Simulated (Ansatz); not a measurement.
# CH3B2Br: small, medium and large basis sets

How large a basis does CH3B2Br need? Two functionals are run in growing sets.

Method: one geometry, several basis sets; program: Ansatz 0.2.0, Gaussian basis.

Plan: PBE0-D4/def2-SVP; ωB97M-V/def2-SVP; PBE0-D4/def2-QZVPP; ωB97M-V/def2-QZVPP; the functionals' def2-TZVPP values are taken from earlier runs.

## (1) Structure used throughout

All runs share one geometry, relaxed beforehand with PBE0-D4 in a triple-zeta def2 set.

SMILES `BrB1BC1`, 7 atoms, charge 0, spin multiplicity 1.

Atoms are counted from 1 here; the program's logs count them from 0.

Bond lengths: Br1–B2 1.900 Å, B2–B3 1.533 Å, B2–C4 1.601 Å, B3–C4 1.472 Å, B3–H5 1.179 Å, C4–H6 1.088 Å, C4–H7 1.132 Å. Angles: Br1–B2–B3 167.1°, Br1–B2–C4 136.9°, B3–B2–C4 56.0°, B2–B3–C4 64.4°, B2–B3–H5 161.7°, C4–B3–H5 133.9°, B2–C4–B3 59.6°, B2–C4–H6 164.6°, B2–C4–H7 63.1°, B3–C4–H6 135.8°, B3–C4–H7 122.7°, H6–C4–H7 101.5°.

## (2) PBE0-D4 in def2-SVP

File in.yaml:

```yaml
crystal:
  periodic: [false, false, false]
  atoms:
    - {symbol: Br, position_ang: [-2.236066, -1.454478, -0.104233]}
    - {symbol: B, position_ang: [-0.487934, -0.711198, -0.134901]}
    - {symbol: B, position_ang: [1.012834, -0.426801, -0.260173]}
    - {symbol: C, position_ang: [0.182801, 0.710335, 0.170734]}
    - {symbol: H, position_ang: [2.166801, -0.570005, -0.454719]}
    - {symbol: H, position_ang: [0.362714, 1.748833, 0.439001]}
    - {symbol: H, position_ang: [-0.939948, 0.635413, 0.298589]}
basis:
  gaussian: {orbitals: def2-SVP}
hamiltonian: {xc: pbe0, dispersion: d4}
output: {orbitals: {seedname: orbitals}}
```

Launch:

```
$ ansatz run in.yaml --threads 2 --pin off --events-out ev --progress --plain --max-ram 4352MiB
```

The runs that follow: ωB97M-V in def2-SVP; PBE0-D4 in def2-QZVPP; ωB97M-V in def2-QZVPP.

Q: Predict the results of all the runs planned. Wanted: PBE0-D4: double and triple zeta above quadruple; ωB97M-V: double and triple zeta above quadruple.

The runs gave:

| quantity | value |
| --- | --- |
| PBE0-D4: double and triple zeta above quadruple | 12.66, 1.58 eV |
| ωB97M-V: double and triple zeta above quadruple | 12.70, 1.50 eV |

For PBE0-D4 the step from double to triple zeta gains 11.08 eV and the next only 1.58 eV. These are total energies; as a rule much of such shifts cancels in differences, which this series doesn't test.
